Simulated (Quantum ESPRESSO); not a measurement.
Runs of Quantum ESPRESSO 7.5 on LiCaSc. Symmetry: P-6m2, No. 187, hexagonal system. Conventional cell: a = 4.137 Å, b = 4.137 Å, c = 3.602 Å, α = 90.00°, β = 90.00°, γ = 120.00°. Li (site symmetry -6m2) is surrounded by 6 Ca at 2.99 Å and 6 Sc at 2.99 Å. Around Ca (site symmetry -6m2) lie 3 Sc at 2.39 Å. Sc (site symmetry -6m2) is surrounded by 3 Ca at 2.39 Å. The cell was built by a generator and needn't be a form met in nature.

| task | level | potentials or basis | cell | k mesh | cutoff (eV) | smearing | most ionic steps | forc conv thr | etot conv thr | ion dynamics | cell dynamics | gap on the mesh (eV) | pressure (GPa) |
| --- | --- | --- | --- | --- | --- | --- | --- | --- | --- | --- | --- | --- | --- |
| relaxation of cell and atoms | PW91 | PseudoDojo 0.4 SR PBEsol stringent | relaxed to 0.3 kbar | 6 × 6 × 5 | 1306 | gaussian 0.05 eV | 40 | 0.0004 Ry/bohr | 1e-05 Ry | bfgs | bfgs | none | 2.4 |
| single point | PBE | SSSP 1.3 efficiency PBE | as given | 8 × 8 × 7 | 816 | fermi-dirac 0.05 eV | - | - | - | - | - | none | 18.5 |
| single point | RPBE | PseudoDojo 0.4 SR PBE stringent | as given | 8 × 8 × 7 | 1306 | fermi-dirac 0.136 eV | - | - | - | - | - | none | (a) |
| band structure | revPBE | JTH 2.0 PBE | as given | 8 × 8 × 7 | 490 | fermi-dirac 0.1 eV | - | - | - | - | - | none | 20.1 |

Alike in all rows: no spin polarisation.

Task: Fill in the values left out.

Result: (a) 21.0.

Caveats: the potentials were made for another functional, which shifts forces and pressure (some runs); so large a pressure means that the cell lies far from this level's equilibrium, or that cutoff or potentials fall short (some runs); the cutoff is low for these files, which shifts pressure and relaxed volume (some runs); some levels on the path didn't converge (some runs).

A gap of «none» marks a metal or a gap under the smearing width.
